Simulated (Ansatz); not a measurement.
Run this with the Ansatz DFT code, driven from Python and show what comes out.

Contents of `c4h6bf.xyz`:
```text
12

C    -0.26670   -0.73130    1.64400
C     0.01240   -0.07350    0.31370
C     0.93940    0.82130   -0.13550
B     0.52370    0.80090   -1.62270
F     0.77600    1.38150   -2.91030
C    -0.54870   -0.15450   -1.04770
H     0.58270   -1.26480    2.00390
H    -1.14830   -1.34680    1.51340
H    -0.55820    0.12830    2.40500
H     1.78480    1.34920    0.39240
H    -1.59800    0.22020   -1.07290
H    -0.42210   -1.18560   -1.44930
```

Script `opt_c4h6bf.py`:
```python
import ansatz as az
import numpy as np

system = az.Crystal.molecule_from_extxyz("c4h6bf.xyz")

model = (
    system.calculation()
    .basis(gaussian="6-31G*")
    .functional("cam_b3lyp")
)
symbols = [site.symbol for site in system.cartesian_sites]
start = np.array([site.position_ang for site in system.cartesian_sites], dtype=float)
def progress(event):
    if event["event"] == "relax_step":
        row = event["data"]
        print(f"step {row['step']:3d}  E = {row['lagrangian_ev']:.6f} eV  max force {row['allowed_force_max_ev_ang']:.4f} eV/A")


r = model.relax(force_tolerance=0.02).session().plan().execute(on_event=progress).report
end = np.array(r["positions_ang"])

print("reference energy %16.6f eV" % r["reference_energy_ev"])
print("total energy     %16.6f eV" % r["free_energy_ev"])
print("occupied (up, down):", r["n_occupied"], " virtual:", r["n_virtual"], " frozen:", r["n_frozen"])

print("bond        before    after (A)")
for i, j in [(0, 1), (0, 6), (0, 7), (0, 8), (1, 2), (1, 5), (2, 3), (2, 9), (3, 4), (3, 5), (5, 10), (5, 11)]:
    d0, d1 = (np.linalg.norm(xyz[i] - xyz[j]) for xyz in (start, end))
    print(f"{symbols[i]}{i}-{symbols[j]}{j}".ljust(10), f"{d0:8.4f} {d1:8.4f}")

charges = r["charge_distribution"]
print("dipole moment", round(4.803205 * float(np.linalg.norm(charges["dipole_moment_e_ang"])), 3), "D")
print("Mulliken:", [(s, round(q, 3)) for s, q in zip(symbols, charges["mulliken_charges_e"])])
with open("c4h6bf_opt.xyz", "w") as handle:
    handle.write(f"{len(symbols)}\nrelaxed C4H6BF\n")
    handle.writelines(f"{s:2s} {x:11.6f} {y:11.6f} {z:11.6f}\n" for s, (x, y, z) in zip(symbols, end))
```

```console
$ python opt_c4h6bf.py
step   1  E = -7634.366420 eV  max force 3.8393 eV/A
step   2  E = -7635.644663 eV  max force 1.7063 eV/A
step   3  E = -7635.715177 eV  max force 0.6071 eV/A
step   4  E = -7635.735862 eV  max force 1.0137 eV/A
step   5  E = -7635.790078 eV  max force 0.4858 eV/A
step   6  E = -7635.818583 eV  max force 0.1532 eV/A
step   7  E = -7635.796730 eV  max force 0.7706 eV/A
step   8  E = -7635.827658 eV  max force 0.1486 eV/A
step   9  E = -7635.834174 eV  max force 0.0408 eV/A
step  10  E = -7635.832574 eV  max force 0.2165 eV/A
step  11  E = -7635.835996 eV  max force 0.0184 eV/A
step  12  E = -7635.836318 eV  max force 0.0554 eV/A
step  13  E = -7635.836294 eV  max force 0.0486 eV/A
step  14  E = -7635.836527 eV  max force 0.0046 eV/A
reference energy     -7635.836623 eV
total energy         -7635.836623 eV
occupied (up, down): [22, 22]  virtual: [80, 80]  frozen: 0
bond        before    after (A)
C0-C1        1.5101   1.4893
C0-H6        1.0657   1.0928
C0-H7        1.0831   1.0964
C0-H8        1.1845   1.0964
C1-C2        1.3645   1.3545
C1-C5        1.4747   1.5333
C2-B3        1.5443   1.5314
C2-H9        1.1279   1.0844
B3-F4        1.4348   1.3219
B3-C5        1.5471   1.6003
C5-H10       1.1145   1.0964
C5-H11       1.1138   1.0963
dipole moment 2.156 D
Mulliken: [('C', -0.517), ('C', 0.141), ('C', -0.244), ('B', 0.372), ('F', -0.196), ('C', -0.474), ('H', 0.164), ('H', 0.17), ('H', 0.17), ('H', 0.124), ('H', 0.144), ('H', 0.145)]
```

It writes `c4h6bf_opt.xyz`:
```text
12
relaxed C4H6BF
C    -0.239941   -0.639175    1.559862
C     0.110326   -0.030905    0.246334
C     1.176967    0.694771   -0.166499
B     0.515972    0.783077   -1.545104
F     0.813105    1.350561   -2.701411
C    -0.726345   -0.088584   -1.037240
H     0.525230   -0.454864    2.318059
H    -0.377188   -1.721460    1.451173
H    -1.195859   -0.239175    1.918130
H     2.048824    0.997905    0.402610
H    -1.710638    0.388986   -0.965050
H    -0.863451   -1.096237   -1.446863
```

Total energies depend on the basis set; only differences at equal settings carry meaning. The end point is the stationary point reached from this start; no frequency run checks that it is a minimum, and the basis set is modest. It ran for 52 s on 1 thread of Intel(R) Xeon(R) 6975P-C (Granite Rapids), on a shared host, peak memory 0.34 GiB.

(Lines on the test bed's own set-up are left out of the output.)
